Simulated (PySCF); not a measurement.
**InCl (SMILES [Cl][In]): CCSDT(Q)/STO-3G**

Aim: the energy change on altering one bond length of InCl at CCSDT(Q)/STO-3G, from 2 runs. 

The results are computed with PySCF 2.14.0.

7 further runs of the same task are left out: 7 set aside as unsound or not needed.

## 1. The structure to begin with

InCl: 2 atoms, total charge 0, spin state singlet. SMILES: `[Cl][In]`. The coordinates come from a PBE0-D4/def2-TZVP relaxation.

Bond lengths: Cl1–In2 2.414 Å.

## 2. The energy at CCSDT(Q)/STO-3G

File run.py:

```python
from pyscf import gto, scf, cc

mol = gto.Mole()
mol.atom = '''
Cl     0.000000     0.000000    -0.026324
In     0.000000     0.000000     4.534568
'''
mol.unit = 'bohr'
mol.max_memory = 1860
mol.charge = 0
mol.verbose = 3
mol.basis = 'sto-3g'
mol.build()

mf = scf.RHF(mol)
mf.conv_tol = 1e-10
mf.kernel()
if not mf.converged:
    mf = mf.newton().run(mf.mo_coeff, mf.mo_occ)

mycc = cc.CCSDT(mf, frozen=23)
mycc.kernel()
e_bracket, e_q = mycc.ccsdt_q()
etot = mycc.e_tot + e_q
print(f'total energy: {etot:.8f} hartree')
```

Started as:

```bash
$ OMP_NUM_THREADS=1 python run.py
```

Log:

```text
converged SCF energy = -6137.51898393299
_make_eris_incore_RCCSDT

WARN: A large `blksize` is being used, which may cause large memory consumption
      for storing contraction intermediates. If memory is sufficient, consider using
      `pyscf.cc.rccsdt_highm.RCCSDT` instead.

RCCSDT converged
E(RCCSDT) = -6137.557865262076   E_corr = -0.03888132908249778
E_corr(same-spin) = -0.00254196850699774
E_corr(oppo-spin) = -0.0363393605755
_make_eris_incore_RCCSDT
total energy: -6137.55796375 hartree
```

It took 3.6 s on 1 thread of Arm Neoverse V1, shared host; peak memory 0.1 GiB.

## 3. The distorted shape, same level

File job.py:

```python
from pyscf import gto, cc

mol = gto.Mole()
mol.atom = [
    ('Cl', (0.000000, -0.000000, -1.220710)),
    ('In', (-0.000000, 0.000000, 2.399590)),
]
mol.max_memory = 1860
mol.basis = 'sto-3g'
mol.verbose = 4
mol.build()

mf = mol.RHF()
mf.conv_tol = 1e-10
mf.kernel()
if not mf.converged:
    mf = mf.newton().run(mf.mo_coeff, mf.mo_occ)

mycc = cc.CCSDT(mf, frozen=23)
mycc.kernel()
e_bracket, e_q = mycc.ccsdt_q()
energy = mycc.e_tot + e_q
print('Final energy', energy)
```

Started as:

```bash
$ OMP_NUM_THREADS=1 python job.py
```

Log:

```text
PySCF version 2.14.0

[INPUT] num. atoms = 2
[INPUT] num. electrons = 66
[INPUT] charge = 0
[INPUT] spin (= nelec alpha-beta = 2S) = 0
[INPUT] symmetry False subgroup None
[INPUT] Mole.unit = angstrom
[INPUT] Symbol           X                Y                Z      unit          X                Y                Z       unit  Magmom
[INPUT]  1 Cl     0.000000000000   0.000000000000  -1.220710000000 AA    0.000000000000   0.000000000000  -2.306807577518 Bohr   0.0
[INPUT]  2 In     0.000000000000   0.000000000000   2.399590000000 AA    0.000000000000   0.000000000000   4.534567911245 Bohr   0.0

nuclear repulsion = 121.759140595078
number of shells = 16
number of NR pGTOs = 108
number of NR cGTOs = 36
basis = sto-3g
ecp = {}

[... 35 lines left out ...]
converged SCF energy = -6137.38813175351
[... 16 lines left out ...]
WARN: A large `blksize` is being used, which may cause large memory consumption
[... 13 lines left out ...]
Init t2, MP2 energy = -6137.414170573102  E_corr(MP2) -0.026038819590
[... 22 lines left out ...]
RCCSDT converged
[... 5 lines left out ...]
Final energy -6137.429632597589
```

It took 4.2 s on 1 thread of Arm Neoverse V1, shared host; peak memory 0.12 GiB.

## 4. Outcome

At CCSDT(Q)/STO-3G, 23 core orbitals frozen:

```
                                                           quantity           value
                                          first shape: total energy  -6137.55796 Eh
                  first shape: dipole moment (Hartree–Fock density)          3.76 D
                   first shape: HOMO energy (Hartree–Fock orbitals)        -5.43 eV
                   first shape: LUMO energy (Hartree–Fock orbitals)         5.37 eV
                 first shape: HOMO–LUMO gap (Hartree–Fock orbitals)        10.80 eV
          first shape: correlation energy (23 core orbitals frozen)       -39.0 mEh
                                         first shape: T1 diagnostic           0.008
                                      distorted shape: total energy  -6137.42963 Eh
              distorted shape: dipole moment (Hartree–Fock density)         12.55 D
               distorted shape: HOMO energy (Hartree–Fock orbitals)        -4.11 eV
               distorted shape: LUMO energy (Hartree–Fock orbitals)         3.34 eV
             distorted shape: HOMO–LUMO gap (Hartree–Fock orbitals)         7.45 eV
      distorted shape: correlation energy (23 core orbitals frozen)       -41.5 mEh
                                     distorted shape: T1 diagnostic           0.017
energy change with the Cl1–In2 bond stretched from 2.414 to 3.620 Å        3.492 eV
```

With the Cl1–In2 bond stretched from 2.414 to 3.620 Å the energy rises by 3.49 eV (337 kJ/mol). The first shape isn't relaxed at this level, so the change isn't measured from a minimum. The minimal basis adds a large error of its own. Relativity is left out (first shape) although the molecule holds a heavy atom. Relativity is left out (distorted shape) although the molecule holds a heavy atom.
